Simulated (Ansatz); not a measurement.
**C₃H₇ClSi: one species, many methods**

Aim: compute C₃H₇ClSi with functionals from several rungs and with coupled cluster, and see how far each lands from CCSD(T) at the basis-set limit for the atomisation energy.

The runs use Ansatz 0.2.0, Gaussian basis; functionals in def2-TZVPP, the program's frozen cores in correlated methods.

The runs, in order: LDA (SPW92), PBE-D4, revPBE-D4, BLYP-D4, r2SCAN-D4, B97M-V, PBE0-D4, B3LYP-D4, r2SCANh-D4, r2SCAN0-D4, HSE06-D4, BHLYP-D4, CAM-B3LYP-D4, LC-ωPBE, ωB97X-V, ωB97M-V, B2PLYP, PBE-QIDH; CCSD(T)/def2-SVP; CCSD(T)/def2-TZVPP; MP2/def2-QZVPP; extrapolation to the limit; RPA on PBE.

**1. Structure used throughout**

The geometry comes from an earlier relaxation with PBE0-D4 in a triple-zeta def2 set; it is a stationary point, not always the lowest conformer.

SMILES `ClC[SiH]1CC1`, 12 atoms, charge 0, spin multiplicity 1.

Atoms are counted from 1 here; the program's logs count them from 0.

Bond lengths: Cl1–C2 1.789 Å, C2–Si3 1.873 Å, C2–H6 1.090 Å, C2–H7 1.090 Å, Si3–C4 1.845 Å, Si3–C5 1.838 Å, Si3–H8 1.477 Å, C4–C5 1.550 Å, C4–H9 1.085 Å, C4–H10 1.086 Å, C5–H11 1.085 Å, C5–H12 1.086 Å. Angles: Cl1–C2–Si3 110.4°, Cl1–C2–H6 107.7°, Cl1–C2–H7 107.1°, Si3–C2–H6 110.6°, Si3–C2–H7 112.4°, H6–C2–H7 108.4°, C2–Si3–C4 118.4°, C2–Si3–C5 119.0°, C2–Si3–H8 114.0°, C4–Si3–C5 49.8°, C4–Si3–H8 120.4°, C5–Si3–H8 120.5°, Si3–C4–C5 64.9°, Si3–C4–H9 119.5°, Si3–C4–H10 119.9°, C5–C4–H9 116.2°, C5–C4–H10 116.1°, H9–C4–H10 112.3° and more.

**2. LDA**

This LDA is Slater exchange with PW92 correlation.

in.yaml

```yaml
crystal:
  periodic: [false, false, false]
  atoms:
    - {symbol: Cl, position_ang: [-2.704905, 0.553087, 1.400367]}
    - {symbol: C, position_ang: [-0.923705, 0.421004, 1.504996]}
    - {symbol: Si, position_ang: [-0.263573, -0.640977, 0.110183]}
    - {symbol: C, position_ang: [1.419540, -0.274019, -0.550516]}
    - {symbol: C, position_ang: [0.244459, 0.165599, -1.461274]}
    - {symbol: H, position_ang: [-0.512823, 1.429495, 1.448030]}
    - {symbol: H, position_ang: [-0.689336, 0.009161, 2.486767]}
    - {symbol: H, position_ang: [-0.782851, -2.023638, 0.108801]}
    - {symbol: H, position_ang: [2.036548, -1.085345, -0.923235]}
    - {symbol: H, position_ang: [2.009843, 0.525281, -0.113216]}
    - {symbol: H, position_ang: [0.139059, -0.370791, -2.398553]}
    - {symbol: H, position_ang: [0.104545, 1.235842, -1.578248]}
basis:
  gaussian: {orbitals: def2-TZVPP}
hamiltonian: {xc: lda}
output: {orbitals: {seedname: orbitals}}
```

Command:

```
$ ansatz run in.yaml --threads 4 --pin off --events-out ev --progress --plain --max-ram 10444MiB
```

The runs that follow: PBE-D4 (GGA); revPBE-D4 (GGA); BLYP-D4 (GGA); r2SCAN-D4 (meta-GGA); B97M-V (meta-GGA); B3LYP-D4 (hybrid); r2SCANh-D4 (hybrid); r2SCAN0-D4 (hybrid); HSE06-D4 (hybrid); BHLYP-D4 (hybrid); CAM-B3LYP-D4 (range-separated); LC-ωPBE (range-separated); ωB97X-V (range-separated); ωB97M-V (range-separated); B2PLYP (double hybrid); PBE-QIDH (double hybrid); CCSD(T) in def2-SVP; CCSD(T) in def2-TZVPP; MP2 in def2-QZVPP; RPA on PBE orbitals.

**Question.** What will the summary of the whole plan be? Wanted: atomisation energy, CCSD(T)/CBS; farthest beyond LDA; mean size of error, GGA; mean size of error, meta-GGA; mean size of error, hybrid; mean size of error, range-separated; mean size of error, double hybrid; gap, smallest and largest; T1 diagnostic.

**Answer**, as computed:

```
                               quantity                                                                                  value
        atomisation energy, CCSD(T)/CBS                                                                          4368.8 kJ/mol
 functionals within 21.8 kJ/mol (0.5 %)  revPBE-D4, B3LYP-D4, r2SCANh-D4, r2SCAN0-D4, CAM-B3LYP-D4, LC-ωPBE, ωB97X-V, PBE-QIDH
                    farthest beyond LDA                                                               BHLYP-D4 (-106.3 kJ/mol)
                mean size of error, GGA                                                                            43.4 kJ/mol
           mean size of error, meta-GGA                                                                            25.2 kJ/mol
             mean size of error, hybrid                                                                            35.8 kJ/mol
    mean size of error, range-separated                                                                            13.3 kJ/mol
      mean size of error, double hybrid                                                                            27.4 kJ/mol
              gap, smallest and largest                                              4.92 eV (LDA (SPW92)), 11.99 eV (LC-ωPBE)
                          T1 diagnostic                                                                                 0.0102
triples share of the correlation energy                                                                                  4.2 %
```

The LDA atomisation energy is off by 613.5 kJ/mol (14 %): it overbinds. PBE-D4 misses by +87.5 kJ/mol. Double hybrids carry the basis error of their MP2 part in triple zeta, and no dispersion term here, so their miss is partly the set-up's. By mean error the best rung here is range-separated (13.3 kJ/mol) and the worst beyond LDA is GGA (43.4 kJ/mol). hybrid functionals lie within the reference's doubt of that worst mean (35.8 kJ/mol), so those two tie. Misses under about 21.8 kJ/mol are within the doubt on the reference itself, which lacks core-valence correlation, relativity and higher excitations. Hartree-Fock recovers 74 % of the binding; the rest is correlation. CCSD(T) in def2-SVP is off by -236.7 kJ/mol, worse than the median functional, from the basis alone. Orbital gaps span 4.9 to 12.0 eV; exact exchange widens them.
